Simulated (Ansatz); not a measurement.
**AlF2H2N: one structure at several levels**

One table from this session's results is given with a row withheld; the runs are named, their logs left out.

Computed with Ansatz 0.2.0, Gaussian basis. Level: single points in def2-TZVPP.

Cores are frozen in the correlated methods.

## Where the work starts

6 atoms, charge 0, spin multiplicity 1.

Atoms are counted from 1 here; the program's logs count them from 0.

Bond lengths: N1–Al2 1.667 Å, N1–H5 1.068 Å, N1–H6 1.073 Å, Al2–F3 1.644 Å, Al2–F4 1.801 Å. Angles: Al2–N1–H5 127.9°, Al2–N1–H6 121.3°, H5–N1–H6 110.0°, N1–Al2–F3 124.6°, N1–Al2–F4 123.3°, F3–Al2–F4 111.9°.

Coordinates:

```xyz
6
charge 0, multiplicity 1
N    -0.3378    0.9265   -0.0893
Al    0.2848   -0.5990    0.1637
F     1.4524   -0.9606    1.2633
F    -0.1523   -2.0258   -0.8455
H    -0.0458    1.8403    0.3806
H    -0.9939    1.1315   -0.9134
```

The first run:

Contents of run/in.yaml:

```yaml
crystal:
  periodic: [false, false, false]
  atoms:
    - {symbol: N, position_ang: [-0.337800, 0.926500, -0.089300]}
    - {symbol: Al, position_ang: [0.284800, -0.599000, 0.163700]}
    - {symbol: F, position_ang: [1.452400, -0.960600, 1.263300]}
    - {symbol: F, position_ang: [-0.152300, -2.025800, -0.845500]}
    - {symbol: H, position_ang: [-0.045800, 1.840300, 0.380600]}
    - {symbol: H, position_ang: [-0.993900, 1.131500, -0.913400]}
basis:
  gaussian: {orbitals: def2-TZVPP}
correlation: {method: ccsd_t}
output: {forces: true}
```

The command line of these runs was not kept.

Among the steps run: CCSD(T)/def2-TZVPP; PBE0-D4/def2-TZVPP; wB97M-V/def2-TZVPP; r2SCAN-D4/def2-TZVPP; PBE-D4/def2-TZVPP; LC-wPBE/def2-TZVPP; r2SCAN0-D4/def2-TZVPP.

One table of the session follows, with a row left open; its other results are not shown here.

```
    method  RMS force component (eV/Å)  angle to CCSD(T) forces (°)  dipole (D)
   CCSD(T)                       2.062                    reference        3.69
   PBE0-D4                       2.006                          1.8        3.76
   wB97M-V                       2.000                          1.6        3.72
 r2SCAN-D4                           ?                            ?           ?
    PBE-D4                       1.882                          4.2        3.66
   LC-wPBE                       2.001                          2.6        3.75
r2SCAN0-D4                       2.077                          4.1        3.78
```

Q: Estimate the row for r2SCAN-D4 from the others.

The run gave: RMS force component (eV/Å): 1.986; angle to CCSD(T) forces (°): 1.1; dipole (D): 3.70. In the column «RMS force component (eV/Å)» it lies between PBE-D4 (1.882) and wB97M-V (2.000).
